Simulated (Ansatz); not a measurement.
# Fe2B: properties at the relaxed cell

An exercise on one series of results from a longer session: the logs are not shown, and one member is left open.

The COD entry's cell or inner coordinates are ideal or old and differ from later refinements, so a difference from it is no clean test against experiment.

Computed with Ansatz 0.2.0 (DFT PBEsol, scalar-relativistic, plane waves, PAW, unless a step's input says otherwise).

### Starting point

Symmetry: I4/mcm, No. 140, tetragonal system. The conventional cell has a = 4.983 Å, b = 4.983 Å, c = 4.156 Å, α = 90.00°, β = 90.00°, γ = 90.00°. Fe (site symmetry m2m) has 4 B at 2.13 Å and 3 Fe at 2.33 to 2.40 Å in its first shell of neighbours. B (site symmetry 422) is surrounded by 2 B at 2.08 Å and 8 Fe at 2.13 Å.

As a file:

```xyz
6
Lattice="-2.4914 2.4914 2.0782 2.4914 -2.4914 2.0782 2.4914 2.4914 -2.0782" Properties=species:S:1:pos:R:3 pbc="T T T"
Fe    3.3157    0.8243    0.0000
Fe    0.8243    1.6671    0.0000
Fe   -0.8243    1.6671    2.0782
Fe    1.6671    0.8243    2.0782
B     0.0000    0.0000    3.1173
B     0.0000    0.0000    1.0391
```

This cell was relaxed beforehand with the same method: volume 8.60 Å³/atom, gap on the mesh none (metal), site moments up to 1.6 μB.

The first run:

Contents of input.yaml:

```yaml
crystal:
  lattice:
    - [-2.4662520391, 2.4662520391, 2.0572052214]
    - [2.4662520391, -2.4662520391, 2.0572052214]
    - [2.4662520391, 2.4662520391, -2.0572052214]
  atoms:
    - { symbol: Fe, position: [0.1654242134, 0.6654242134, 0.8308484269], spin: 1.81 }
    - { symbol: Fe, position: [0.3345757866, 0.1654242134, 0.5], spin: 1.81 }
    - { symbol: Fe, position: [0.8345757866, 0.3345757866, 0.1691515731], spin: 1.81 }
    - { symbol: Fe, position: [0.6654242134, 0.8345757866, 0.5], spin: 1.81 }
    - { symbol: B, position: [0.75, 0.75, 0.0] }
    - { symbol: B, position: [0.25, 0.25, 0.0] }
basis:
  ecutwfc: 420
kpoints:
  mp_grid: { grid: [12, 12, 12] }
hamiltonian:
  xc: pbesol
scf:
  occupations: { method: gaussian, width: 0.1 }
output:
  forces: true
  stress: true
  eigenvalues: true
  populations: true
magnetization:
  spin_polarized: true
relax:
  adjacent_minimum: "off"
  f_tol: 0.01
  max_steps: 30
  cell: { stress_tol: 0.1, fix: [volume] }
```

Started as:

```
> ansatz run input.yaml --threads 1 --pin off --max-ram 2560MiB --backend cpu --events-out ev --progress --plain --runs-dir out
```

Steps of the session up to this table: The cell scaled to 0.97 of its volume; Volume × 1.03; The cell scaled to 0.94 of its volume; The cell scaled to 1.06 of its volume.

One of the session's tables, all rows but one given; the rest of the session is left out.

It belongs to the step «Fit of the equation of state». 

```
volume (Å³/atom)  energy above the lowest point (meV/atom)  pressure (GPa)  largest moment (μB)
           8.084                                      26.7           17.66                 1.37
           8.342                                         ?               ?                    ?
           8.600                                       0.0            0.02                 1.65
           8.858                                       5.4           -6.73                 1.77
           9.116                                      21.0          -12.66                 1.87
```

Estimate the missing values for volume (Å³/atom) = 8.342.

Worked estimate for «energy above the lowest point (meV/atom)». A straight line through the neighbours (8.084, 26.7) and (8.600, 0.0) gives 26.7 + (0.0 − 26.7) × (8.342 − 8.084) / (8.600 − 8.084) = 13.3; a parabola fitted to 3 rows on both sides gives 7.1.

As computed: energy above the lowest point (meV/atom): 6.2; pressure (GPa): 7.96; largest moment (μB): 1.51. In «energy above the lowest point (meV/atom)» the line misses by +7.1 and the parabola by +0.9.
